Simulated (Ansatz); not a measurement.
**TiO₂: taking an electron away**

The task here is to estimate one member of a computed series from the others.

The runs use Ansatz 0.2.0, Gaussian basis; unrestricted cation, the program's frozen cores in correlated methods.

Levels to be run: UKS PBE-D4/def2-TZVPP; UKS r2SCAN-D4/def2-TZVPP; UKS PBE0-D4/def2-TZVPP; UKS B3LYP-D4/def2-TZVPP; UKS wB97X-V/def2-TZVPP; UKS wB97M-V/def2-TZVPP; UKS B2PLYP/def2-TZVPP; UHF-CCSD(T)/def2-TZVPP; UHF-CCSD(T)/def2-QZVPP; extrapolation to the limit; then −ε(HOMO) from the neutral's earlier runs with LDA (SPW92), PBE-D4, revPBE-D4, BLYP-D4, r2SCAN-D4, B97M-V, PBE0-D4, B3LYP-D4, r2SCANh-D4, r2SCAN0-D4, HSE06-D4, BHLYP-D4, CAM-B3LYP-D4, LC-ωPBE, ωB97X-V, ωB97M-V.

## The geometry

An earlier PBE0-D4 in a triple-zeta def2 set relaxation fixed the geometry.

SMILES `[O]=[Ti]=[O]`, 3 atoms, charge 0, spin multiplicity 1.

Atoms are counted from 1 here; the program's logs count them from 0.

Bond lengths: O1–Ti2 1.628 Å, Ti2–O3 1.628 Å. Angles: O1–Ti2–O3 111.8°.

Geometry (Å):

| atom | x (Å) | y (Å) | z (Å) |
| --- | --- | --- | --- |
| O1 | 0.9210 | 0.9288 | 0.4446 |
| Ti2 | 0.1350 | -0.4920 | 0.3316 |
| O3 | -1.0561 | -0.4368 | -0.7762 |

Set-up of the first run:

in.yaml reads:

```yaml
crystal:
  periodic: [false, false, false]
  atoms:
    - {symbol: O, position_ang: [0.921040, 0.928763, 0.444583]}
    - {symbol: Ti, position_ang: [0.135007, -0.491960, 0.331645]}
    - {symbol: O, position_ang: [-1.056057, -0.436813, -0.776228]}
basis:
  gaussian: {orbitals: def2-TZVPP}
total_charge: 1
magnetization: {spin_polarized: true, initial_magnetization: 1}
hamiltonian: {xc: pbe, dispersion: d4}
```

On the command line:

```console
$ ansatz run in.yaml --threads 2 --pin off --events-out ev --progress --plain --max-ram 32768MiB --backend cpu
```

Steps of the session up to this table: Cation, UKS PBE-D4/def2-TZVPP; Cation, UKS r2SCAN-D4/def2-TZVPP; Cation, UKS PBE0-D4/def2-TZVPP; Cation, UKS B3LYP-D4/def2-TZVPP; Cation, UKS wB97X-V/def2-TZVPP; Cation, UKS wB97M-V/def2-TZVPP; Cation, UKS B2PLYP (frozen core)/def2-TZVPP; Cation, UHF-CCSD(T)/def2-TZVPP; Cation, UHF-CCSD(T)/def2-QZVPP.

One of the session's tables, all rows but one given; the rest of the session is left out.

It belongs to the step «Ionisation energies side by side». For comparison, −ε(HOMO) of the neutral from earlier runs:

| functional | −ε(HOMO) (eV) |
| --- | --- |
| LDA (SPW92) | 6.00 |
| PBE-D4 | 5.76 |
| revPBE-D4 | 5.67 |
| BLYP-D4 | 5.70 |
| r2SCAN-D4 | 6.02 |
| B97M-V | 6.10 |
| PBE0-D4 | 7.28 |
| B3LYP-D4 | 7.08 |
| r2SCANh-D4 | 6.60 |
| r2SCAN0-D4 | 7.49 |
| HSE06-D4 | 6.88 |
| BHLYP-D4 | 8.81 |
| CAM-B3LYP-D4 | 8.77 |
| LC-ωPBE | ? |
| ωB97X-V | 9.68 |
| ωB97M-V | 9.66 |

**Question.** Estimate the row for LC-ωPBE.

The run gave: −ε(HOMO) (eV): 9.99. In the column «−ε(HOMO) (eV)» it is the highest.
